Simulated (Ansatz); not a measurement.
Run this with Ansatz 0.2.0, Python API and show what comes out.

`sio2.py`:
```python
"""Zone-centre and zone-boundary phonons of SiO2 by linear response."""

from pathlib import Path
import warnings

import ansatz as az
import numpy as np

warnings.simplefilter("ignore", az.DeckWarning)

structure = (
    az.Lattice.of((4.1773, 0.0, 0.0), (0.0, 4.1773, 0.0), (0.0, 0.0, 2.6652))
    .atom("Si", (0.0, 0.0, 0.0))
    .atom("Si", (0.5, 0.5, 0.5))
    .atom("O", (0.3059, 0.3059, 0.0))
    .atom("O", (0.1941, 0.8059, 0.5))
    .atom("O", (0.6941, 0.6941, 0.0))
    .atom("O", (0.8059, 0.1941, 0.5))
)

base = (
    structure.calculation()
    .functional("PBE")
    .occupations("cold")
    .pseudopotentials("paw")
    .kpoints(4, 4, 6)
    .phonons("dfpt", points=[(0, 0, 0), (0.5, 0, 0.5)])
)
result = base.run(threads=1, pin="off", runs_dir="runs")
ph = result.phonons

for q in ph.qpoints:
    print("q =", np.round(q.q_frac, 3), "1/cm:", " ".join(f"{w:.1f}" for w in q.omega_inv_cm))
```

```console
$ python sio2.py
RunWarning: eigensolver did not converge (k=2): 1 band(s) unlocked after 2 eigensolves, warm-restarted (20 sweeps on the last) at ethr=1.00e-12 eV (lowest unlocked band 21, counted from 0; max residual 7.86e-6 eV among the unlocked bands, 7.86e-6 eV over every band); it also stands for any lines of this kind, at other [...]
q = [0. 0. 0.] 1/cm: -0.0 -0.0 0.0 208.1 381.7 455.4 455.4 579.4 579.4 585.2 585.2 591.5 661.4 755.2 761.1 826.4 826.4 949.5
q = [0.5 0.  0.5] 1/cm: 343.2 343.2 370.4 370.4 409.0 409.0 452.4 452.4 583.6 583.6 688.4 688.4 796.5 796.5 821.2 821.2 881.2 881.2
```
(Warnings from the package without file and line, shortened.)

Caveats:
- The cell isn't relaxed first, so the values belong to this volume.
- This is a high-temperature or high-pressure form, not the ambient phase.
- No non-analytic term is added, so at the zone centre the longitudinal optical modes of a polar crystal aren't split off.
- The structure is a deposited one; some such entries were measured under pressure or heat, so a shift against it needn't be the functional's error alone.
- The structure is taken as given; imaginary modes can come from an unrelaxed or unstable start.
- The script silences the warnings on its input, which a real study should read.
- It ran for 53 s on 1 thread of Arm Neoverse V1, with other jobs on the host, peak memory 0.54 GiB.
